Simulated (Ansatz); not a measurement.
**GeH9N3Si: relaxing the structure**

Aim: relax GeH9N3Si from a cheap starting geometry.

Program: Ansatz 0.2.0, Gaussian basis. Level of theory: RKS PBE0-D4/def2-TZVP. These are calculated values, not measurements.

Levels to be run: relaxation at PBE0-D4/def2-TZVP.

1 further run of the same task is left out (set aside as unsound or not needed).

### Step 1. Where the work starts

SMILES `N[SiH2][NH][GeH2][NH2]`, 14 atoms, charge 0, spin multiplicity 1.

Atoms are counted from 1 here; the program's logs count them from 0.

Bond lengths: N1–Si2 1.725 Å, N1–H6 1.008 Å, N1–H7 1.007 Å, Si2–N3 1.724 Å, Si2–H8 1.470 Å, Si2–H9 1.471 Å, N3–Ge4 1.826 Å, N3–H10 1.006 Å, Ge4–N5 1.807 Å, Ge4–H11 1.501 Å, Ge4–H12 1.499 Å, N5–H13 1.011 Å, N5–H14 1.011 Å. Angles: Si2–N1–H6 116.4°, Si2–N1–H7 117.5°, H6–N1–H7 109.3°, N1–Si2–N3 103.5°, N1–Si2–H8 104.1°, N1–Si2–H9 117.8°, N3–Si2–H8 114.6°, N3–Si2–H9 106.0°, H8–Si2–H9 110.9°, Si2–N3–Ge4 126.8°, Si2–N3–H10 114.8°, Ge4–N3–H10 116.1°, N3–Ge4–N5 115.7°, N3–Ge4–H11 106.5°, N3–Ge4–H12 109.1°, N5–Ge4–H11 108.0°, N5–Ge4–H12 105.9°, H11–Ge4–H12 111.8° and more.

The start is a GFN2-xTB geometry.

### Step 2. Geometry optimisation, PBE0-D4/def2-TZVP

Input file in.yaml:

```yaml
crystal:
  periodic: [false, false, false]
  atoms:
    - {symbol: N, position_ang: [-1.685120, 0.593930, 0.613230]}
    - {symbol: Si, position_ang: [-0.168550, 1.069030, 1.283390]}
    - {symbol: N, position_ang: [0.895040, -0.205510, 0.817010]}
    - {symbol: Ge, position_ang: [0.740590, -1.277480, -0.653100]}
    - {symbol: N, position_ang: [0.456250, -0.422020, -2.219690]}
    - {symbol: H, position_ang: [-1.961830, -0.363190, 0.765810]}
    - {symbol: H, position_ang: [-2.474360, 1.198710, 0.771960]}
    - {symbol: H, position_ang: [0.113320, 2.365060, 0.649330]}
    - {symbol: H, position_ang: [-0.065810, 1.167810, 2.747370]}
    - {symbol: H, position_ang: [1.801320, -0.178290, 1.252110]}
    - {symbol: H, position_ang: [2.032590, -2.033700, -0.766230]}
    - {symbol: H, position_ang: [-0.428970, -2.197490, -0.468850]}
    - {symbol: H, position_ang: [-0.431780, 0.057760, -2.283530]}
    - {symbol: H, position_ang: [1.177310, 0.225390, -2.508810]}
basis:
  gaussian: {orbitals: def2-TZVP}
hamiltonian: {xc: pbe0, dispersion: d4}
relax: {f_tol: 0.005, max_steps: 150}
```

On the command line:

```console
$ ansatz run in.yaml --threads 2 --pin off --events-out ev --progress --plain --max-ram 32768MiB --backend cuda --devices 0, --max-vram 18GiB
```

**Question.** What will the summary of the whole plan be? Wanted: point group; shift from the start; total energy; dispersion term; dipole moment.

As calculated:

```
                  quantity           value
               point group              C1
                     steps              14
shift from the start (rms)         0.227 Å
              total energy  -69001.5274 eV
           dispersion term        -292 meV
             dipole moment          1.18 D
```

The atoms moved 0.23 Å (rms) from the start; the bond that changed most is Ge4–H12, from 1.499 to 1.537 Å. No vibrations were run, so it is not proven to be a minimum. The largest Mulliken charge, -0.63 e, sits on N1.
